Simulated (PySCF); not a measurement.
# Zr+: dipole response in aug-cc-pwCVTZ-PP with ECP28

Aim: the static polarisability and the C₆ coefficient of Zr+, method by method.

The numbers are computed with PySCF 2.14.0 (unrestricted determinants in a Gaussian basis, no spin-orbit coupling in the energies), except any that are marked as measured or tabulated.

### 1 Starting point

* Element: zirconium (Z = 40)
* Basis: aug-cc-pwCVTZ-PP with ECP28MDF (8s8p7d4f3g, 122 functions)
* Hamiltonian: scalar relativity through the core potential
* State 1: Zr+: [Kr] 4d2 5s1, high-spin 4F determinant
* Methods: UHF, PBE

Outer shells as boxes (Hund's rule):

Zr+ [Kr] 4d2 5s1
```
[Kr] core
4d [↑ ][↑ ][  ][  ][  ]
5s [↑ ]
```

One driver process ran all states and methods and kept the integrals in memory. Each run is shown as a PySCF script that sums up its settings (the driver passes frozen orbitals as a list and adds second-order terms of double hybrids); the logs are those of the runs themselves. The driver starts from symmetry-adapted Hartree-Fock orbitals, holds the occupation by maximum overlap and uses a logarithmic radial grid for functionals, so a plain start would take other cycles.

The integrals over 122 functions and the set-up took 2.9 s of CPU time.

### 2 Zr+, method by method

**UHF**

Contents of input.py:

```python
from pyscf import gto, scf, dft, mp, cc
import basis_set_exchange as bse
txt = bse.get_basis("aug-cc-pwCVTZ-PP", elements=["Zr"], fmt="nwchem", header=False)
cut = txt.index("\nECP")
mol = gto.M(atom="Zr 0 0 0", charge=1, spin=3, symmetry="D2h",
            basis=gto.basis.parse(txt[:cut]),
            ecp={"Zr": gto.basis.parse_ecp(txt[cut:])})
mf = scf.UHF(mol)
mf.irrep_nelec = {'Ag': (3, 1), 'B1g': (1, 0), 'B1u': (1, 1), 'B2u': (1, 1), 'B3u': (1, 1)}
mf.kernel()
```

Standard output:

```text
damping factor = 0
level_shift factor = 0
DIIS = <class 'pyscf.scf.diis.CDIIS'>
diis_start_cycle = 1
diis_space = 10
diis_damp = 0
SCF conv_tol = 1e-09
SCF conv_tol_grad = None
number electrons alpha = 7  beta = 4
cycle= 1 E= -46.1155073607649  delta_E= -0.00708  |g|= 0.0321  |ddm|= 0.0498
cycle= 2 E= -46.1159356773905  delta_E= -0.000428  |g|= 0.00858  |ddm|= 0.0136
cycle= 3 E= -46.115972655133  delta_E= -3.7e-05  |g|= 0.000733  |ddm|= 0.00764
cycle= 4 E= -46.1159734517134  delta_E= -7.97e-07  |g|= 0.000209  |ddm|= 0.00205
cycle= 5 E= -46.1159735124714  delta_E= -6.08e-08  |g|= 3.59e-05  |ddm|= 0.000745
cycle= 6 E= -46.1159735149406  delta_E= -2.47e-09  |g|= 3.89e-06  |ddm|= 0.000135
cycle= 7 E= -46.1159735149721  delta_E= -3.15e-11  |g|= 3.57e-07  |ddm|= 1.97e-05
converged SCF energy = -46.1159735149721  <S^2> = 3.7560718  2S+1 = 4.0030347
```

It used 1.8 min of CPU time after the integrals (shared host).

The occupied shells:

```tsv
shell	electrons	mean orbital energy (eV)	spread (eV)	rms radius (bohr)
4s α	1	-75.734	0	1.31
4s β	1	-73.308	0	1.31
4p α	3	-48.725	0	1.48
4p β	3	-45.570	0	1.48
4d α	2	-15.488	0	2.28
5s α	1	-12.422	0	3.74
```

⟨S²⟩ = 3.756, ⟨L²⟩ = 12.07.

The driver then solved the coupled dipole response at imaginary frequencies: mean α = 78.46 bohr³, C₆ = 714.7 au for a like pair.

Energies and moments cover only the electrons outside the core potential.

**PBE**

input.py differs from the last one in:

```diff
@@ -7,3 +7,3 @@
             ecp={"Zr": gto.basis.parse_ecp(txt[cut:])})
-mf = scf.UHF(mol)
+mf = dft.UKS(mol, xc="PBE")
 mf.irrep_nelec = {'Ag': (3, 1), 'B1g': (1, 0), 'B1u': (1, 1), 'B2u': (1, 1), 'B3u': (1, 1)}
```

Standard output:

```text
damping factor = 0
level_shift factor = 0
DIIS = <class 'pyscf.scf.diis.CDIIS'>
diis_start_cycle = 1
diis_space = 10
diis_damp = 0
SCF conv_tol = 1e-09
SCF conv_tol_grad = None
number electrons alpha = 7  beta = 4
XC functionals = PBE
    J. P. Perdew, K. Burke, and M. Ernzerhof.,  Phys. Rev. Lett. 77, 3865 (1996)
    J. P. Perdew, K. Burke, and M. Ernzerhof.,  Phys. Rev. Lett. 78, 1396 (1997)
    J. P. Perdew, K. Burke, and M. Ernzerhof.,  Phys. Rev. Lett. 77, 3865 (1996)
    J. P. Perdew, K. Burke, and M. Ernzerhof.,  Phys. Rev. Lett. 78, 1396 (1997)
cycle= 1 E= -46.5187860429637  delta_E= -0.0045  |g|= 0.0108  |ddm|= 0.337
cycle= 2 E= -46.5188242217753  delta_E= -3.82e-05  |g|= 0.00716  |ddm|= 0.0213
cycle= 3 E= -46.5188459349917  delta_E= -2.17e-05  |g|= 0.000401  |ddm|= 0.0123
cycle= 4 E= -46.5188460259998  delta_E= -9.1e-08  |g|= 9.59e-06  |ddm|= 0.000688
cycle= 5 E= -46.5188460260636  delta_E= -6.39e-11  |g|= 1.09e-06  |ddm|= 3.56e-05
converged SCF energy = -46.5188460260636  <S^2> = 3.7508971  2S+1 = 4.0004485
```

CPU time 22 s on a shared host, the integrals not counted.

The driver then solved the coupled dipole response at imaginary frequencies: mean α = 56.74 bohr³, C₆ = 482.3 au for a like pair.

Radial density 4πr²ρ of Zr+ at UHF, the electrons outside the core potential:

```tsv
r (bohr)	density	spin density
0.0387	1.59e-05	0.000
0.0651	4.25e-05	0.000
0.110	0.000161	0.000
0.184	0.00131	0.000
0.310	0.0218	0.002
0.521	0.621	0.044
0.877	6.23	0.409
1.47	6.85	1.029
2.48	1.51	0.962
4.17	0.335	0.332
7.02	0.0143	0.014
11.8	1.48e-05	0.000
```

### 3 The response side by side

Zr+, in atomic units:

```tsv
method	mean α	C₆ (like pair)	S(−4)
UHF	78.46	714.7	4326
PBE	56.74	482.3	1968
```

α(iu) at PBE:

```tsv
u (hartree)	α(iu) (bohr³)
0	56.74
0.0500	52.28
0.100	42.76
0.200	26.50
0.300	17.80
0.500	10.28
0.750	6.546
1.00	4.682
1.50	2.789
2.00	1.845
3.00	0.9633
5.00	0.3885
```

### 4 Outcome

```
quantity                             value
α of Zr+  56.74 (PBE) to 78.46 (UHF) bohr³
```

**Reading.** A single London oscillator with the computed α and C₆ of Zr+ at UHF would have ω = 4 C₆ / (3 α²) = 0.155 hartree. All values hold for this basis alone; no basis-set limit was taken.
